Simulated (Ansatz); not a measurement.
Molecular dynamics of Cs4Te2O2F7

Input:

```yaml
accuracy: low
crystal:
  lattice:
    - [3.3475, -7.3202, 0.0]
    - [3.3475, 7.3202, 0.0]
    - [0.0, 0.0, 7.1709]
  atoms:
    - { symbol: Cs, position: [0.45179272, 0.55678316, 0.241217] }
    - { symbol: Cs, position: [0.5586873, 0.43827779, 0.738853] }
    - { symbol: Cs, position: [0.78245121, 0.29727557, 0.2717887] }
    - { symbol: Cs, position: [0.20291519, 0.74150786, 0.76266777] }
    - { symbol: Te, position: [0.10204512, 0.87711337, 0.24858182] }
    - { symbol: Te, position: [0.90494592, 0.10864937, 0.74852584] }
    - { symbol: O, position: [0.23997319, 0.77253737, 0.27114776] }
    - { symbol: O, position: [0.70656289, 0.14830517, 0.70695706] }
    - { symbol: F, position: [0.36183461, 0.11751595, 0.03640562] }
    - { symbol: F, position: [0.68532662, 0.80054627, 0.62107987] }
    - { symbol: F, position: [0.09536228, 0.34553004, 0.9366419] }
    - { symbol: F, position: [0.9362078, 0.76568092, 0.50212584] }
    - { symbol: F, position: [0.72575928, 0.92346396, 0.96866031] }
    - { symbol: F, position: [0.36993828, 0.16079757, 0.48739103] }
    - { symbol: F, position: [0.13592384, 0.34701944, 0.55237078] }
basis:
  ecutwfc: 420.0
kpoints:
  mp_grid: { grid: [2, 2, 1] }
hamiltonian:
  xc: pbesol
scf:
  occupations: { method: fermi_dirac, width: 0.05 }
  lower_state_search: "off"
md:
  timestep: 1
  n_steps: 70
  ensemble: nve
  temperature: 1950.0
  initial_velocities: maxwell_boltzmann
  seed: 638889
```

Run as:

```bash
$ ansatz run input.yaml --threads 1 --pin off --max-ram 3072MiB --backend cpu --events-out ev --progress --plain --runs-dir out
```

It goes on from the last frame of an earlier run, with new velocities.

Output, in part (one step line in 3):

```
md step     0: t =     0.00 fs  T =  1950.0 K  F+E_penalty+E_count = -42877.06177541 eV  E_kin = 3.528798 eV  conserved = -42873.53297744 eV  (30 SCF iters)
md step     3: t =     3.00 fs  T =  2079.8 K  F+E_penalty+E_count = -42877.29702574 eV  E_kin = 3.763693 eV  conserved = -42873.53333281 eV  (20 SCF iters)
md step     6: t =     6.00 fs  T =  2136.0 K  F+E_penalty+E_count = -42877.39870626 eV  E_kin = 3.865356 eV  conserved = -42873.53334984 eV  (5 SCF iters)
md step     9: t =     9.00 fs  T =  2117.9 K  F+E_penalty+E_count = -42877.36563437 eV  E_kin = 3.832680 eV  conserved = -42873.53295445 eV  (6 SCF iters)
md step    12: t =    12.00 fs  T =  2054.3 K  F+E_penalty+E_count = -42877.24992276 eV  E_kin = 3.717470 eV  conserved = -42873.53245294 eV  (4 SCF iters)
md step    15: t =    15.00 fs  T =  1980.9 K  F+E_penalty+E_count = -42877.11696750 eV  E_kin = 3.584744 eV  conserved = -42873.53222400 eV  (6 SCF iters)
md step    18: t =    18.00 fs  T =  1914.7 K  F+E_penalty+E_count = -42876.99726260 eV  E_kin = 3.464993 eV  conserved = -42873.53226929 eV  (7 SCF iters)
md step    21: t =    21.00 fs  T =  1852.7 K  F+E_penalty+E_count = -42876.88514224 eV  E_kin = 3.352802 eV  conserved = -42873.53234054 eV  (7 SCF iters)
md step    24: t =    24.00 fs  T =  1789.0 K  F+E_penalty+E_count = -42876.76975484 eV  E_kin = 3.237452 eV  conserved = -42873.53230270 eV  (6 SCF iters)
md step    27: t =    27.00 fs  T =  1725.1 K  F+E_penalty+E_count = -42876.65405296 eV  E_kin = 3.121879 eV  conserved = -42873.53217420 eV  (5 SCF iters)
md step    30: t =    30.00 fs  T =  1669.8 K  F+E_penalty+E_count = -42876.55373812 eV  E_kin = 3.021716 eV  conserved = -42873.53202177 eV  (19 SCF iters)
md step    33: t =    33.00 fs  T =  1633.4 K  F+E_penalty+E_count = -42876.48781089 eV  E_kin = 2.955890 eV  conserved = -42873.53192117 eV  (5 SCF iters)
md step    36: t =    36.00 fs  T =  1622.7 K  F+E_penalty+E_count = -42876.46849440 eV  E_kin = 2.936566 eV  conserved = -42873.53192886 eV  (6 SCF iters)
md step    39: t =    39.00 fs  T =  1636.4 K  F+E_penalty+E_count = -42876.49341508 eV  E_kin = 2.961351 eV  conserved = -42873.53206449 eV  (7 SCF iters)
md step    42: t =    42.00 fs  T =  1663.2 K  F+E_penalty+E_count = -42876.54201788 eV  E_kin = 3.009711 eV  conserved = -42873.53230727 eV  (4 SCF iters)
md step    45: t =    45.00 fs  T =  1684.0 K  F+E_penalty+E_count = -42876.57995210 eV  E_kin = 3.047421 eV  conserved = -42873.53253150 eV  (4 SCF iters)
md step    48: t =    48.00 fs  T =  1681.8 K  F+E_penalty+E_count = -42876.57594168 eV  E_kin = 3.043381 eV  conserved = -42873.53256101 eV  (5 SCF iters)
md step    51: t =    51.00 fs  T =  1653.9 K  F+E_penalty+E_count = -42876.52528138 eV  E_kin = 2.992936 eV  conserved = -42873.53234507 eV  (5 SCF iters)
md step    54: t =    54.00 fs  T =  1614.7 K  F+E_penalty+E_count = -42876.45415378 eV  E_kin = 2.922012 eV  conserved = -42873.53214132 eV  (6 SCF iters)
md step    57: t =    57.00 fs  T =  1578.0 K  F+E_penalty+E_count = -42876.38790415 eV  E_kin = 2.855691 eV  conserved = -42873.53221363 eV  (6 SCF iters)
md step    60: t =    60.00 fs  T =  1540.3 K  F+E_penalty+E_count = -42876.31986915 eV  E_kin = 2.787434 eV  conserved = -42873.53243545 eV  (18 SCF iters)
md step    63: t =    63.00 fs  T =  1487.5 K  F+E_penalty+E_count = -42876.22444325 eV  E_kin = 2.691902 eV  conserved = -42873.53254149 eV  (6 SCF iters)
md step    66: t =    66.00 fs  T =  1413.1 K  F+E_penalty+E_count = -42876.08957431 eV  E_kin = 2.557113 eV  conserved = -42873.53246163 eV  (5 SCF iters)
md step    69: t =    69.00 fs  T =  1323.7 K  F+E_penalty+E_count = -42875.92770513 eV  E_kin = 2.395444 eV  conserved = -42873.53226113 eV  (4 SCF iters)
md step    70: t =    70.00 fs  T =  1293.3 K  F+E_penalty+E_count = -42875.87256364 eV  E_kin = 2.340386 eV  conserved = -42873.53217777 eV  (15 SCF iters)
```

All steps were run. The conserved energy stayed within 0.071 meV per atom of its start (net change 0.053 meV per atom), so the integration is sound. A run of 0.07 ps of so small a system gives no equilibrium averages. Limits of this set-up: coarse k mesh, odd electron count without spin, low accuracy level.

Mean squared displacements from the first frame to the last, about the centre of mass: Cs 0.14 Å², Te 0.09 Å², O 0.50 Å², F 0.68 Å².

Last frame:

```xyz
15
Lattice="3.3475 -7.3202 0.0000 3.3475 7.3202 0.0000 0.0000 0.0000 7.1709" Properties=species:S:1:pos:R:3
Cs 3.701 0.394 1.689
Cs 3.128 -1.242 5.472
Cs 3.590 -3.570 1.706
Cs 3.185 4.020 5.310
Te 3.446 5.760 1.875
Te 3.267 -5.539 5.575
O 3.065 3.972 2.072
O 3.679 -3.724 5.346
F 1.181 -1.098 0.246
F 4.960 1.715 4.400
F 1.515 2.141 6.877
F 4.495 -1.634 3.431
F 5.611 2.017 7.263
F 2.128 -1.683 2.576
F 1.284 1.477 4.162
```

Run time: 14 min on 1 thread of Arm Neoverse N1 (shared host), peak memory 0.72 GiB.
